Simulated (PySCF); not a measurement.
CH4, in a box:

```
C H
1.0
    11.00000    0.00000    0.00000
     0.00000   11.00000    0.00000
     0.00000    0.00000   11.00000
C H
1 4
Direct
  0.51265 0.50688 0.48296
  0.52753 0.48624 0.57267
  0.42541 0.53975 0.47260
  0.52623 0.42814 0.42676
  0.58267 0.57273 0.45151
```

The cell isn't the ideal one: atoms moved at random, drawn with an rms of 0.05 Å.

Base run:

- Program: PySCF 2.14.0
- Functional: SCAN
- Potentials or basis: 6-31g* (all-electron)
- k mesh: 1 × 1 × 1
- Occupations: fixed
- Spin: no spin polarisation

Its results: gap between the frontier levels 12.98 eV.

**Question.** The run is repeated on the same cell with these changes: functional from SCAN to PBE. What comes out?

**Answer.** Gap between the frontier levels 11.81 eV.

SCAN gives the wider gap, since meta-GGAs in the generalised Kohn-Sham scheme recover part of the derivative discontinuity.

Caveats: this is a molecule in a periodic box at the Γ point, so its band gap is the HOMO-LUMO gap; the basis of atomic orbitals isn't converged, which shifts pressures, moduli and gaps.

